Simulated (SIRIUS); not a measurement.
HfIn4SiO6:

```
CELL_PARAMETERS angstrom
5.69867 0.00381 0.01559
-0.70506 6.10815 -0.00575
-2.73718 -1.39557 6.63076
ATOMIC_POSITIONS crystal
Hf 0.11793 0.01556 0.13292
In 0.38842 0.99901 0.72891
In 0.75865 0.00842 0.49586
In 0.23461 0.48841 0.53300
In 0.59649 0.48211 0.20528
Si 0.86778 0.44029 0.85544
O 0.55316 0.38738 0.79290
O 0.93454 0.38483 0.65596
O 0.98414 0.26218 0.00347
O 0.99083 0.69806 0.98452
O 0.08665 0.06493 0.39374
O 0.48680 0.10883 0.21799
```

The cell was built by a generator and needn't be a form met in nature.

| Property | Result |
| --- | --- |
| Program | SIRIUS 7.12.0 |
| Task | single point |
| Functional | PBE |
| Potentials or basis | PseudoDojo 0.4.1 PBE standard (scalar relativistic) |
| Cutoff | 1152 eV |
| Density cutoff | 4606 eV |
| k mesh | 5 × 5 × 4 |
| Occupations | fermi-dirac, width 0.05 eV |
| Spin | no spin polarisation |

On this cell: pressure -0.3 GPa; largest force 0.192 eV/Å; band gap on the k mesh 0.88 eV.

The same run follows on a disturbed copy (atoms moved at random, drawn with an rms of 0.05 Å):

```
Hf In Si O
1.0
     5.69867    0.00381    0.01559
    -0.70506    6.10815   -0.00575
    -2.73718   -1.39557    6.63076
Hf In Si O
1 4 1 6
Direct
  0.12287 0.00913 0.14169
  0.38624 0.01360 0.72810
  0.75398 0.00837 0.49130
  0.23593 0.49030 0.53565
  0.59137 0.48337 0.20264
  0.86161 0.44176 0.85785
  0.54610 0.38744 0.78415
  0.93284 0.39302 0.65663
  0.98608 0.26367 0.99616
  0.99062 0.69058 0.98072
  0.08405 0.07013 0.40080
  0.48645 0.11123 0.21932
```

**Question.** What does the disturbed cell give?

**Answer.** The energy moves by +23.5 meV/atom; pressure 0.0 GPa; largest force 2.515 eV/Å; band gap on the k mesh 0.96 eV.

Forces on the atoms (eV/Å):
```
Hf  -0.537  1.026 -0.986
In  -0.022 -0.508  0.080
In  -0.114  0.008  0.482
In  -0.290  0.369 -0.196
In  -0.064  0.068  0.119
Si   0.970 -0.836 -1.647
O    0.018  0.046  0.423
O   -0.266 -0.223 -0.024
O    0.175 -1.805  1.157
O   -0.068  2.056  1.447
O    0.536 -0.051 -0.677
O   -0.339 -0.149 -0.179
```

Stress tensor (GPa, compression positive):
```
-0.24  0.36  0.35
 0.36  0.03  0.38
 0.35  0.38  0.06
```

Caveats: spin-orbit coupling is left out, which moves the levels of the heavy elements; an odd mesh through Γ misses points on the zone boundary, where band edges often lie.
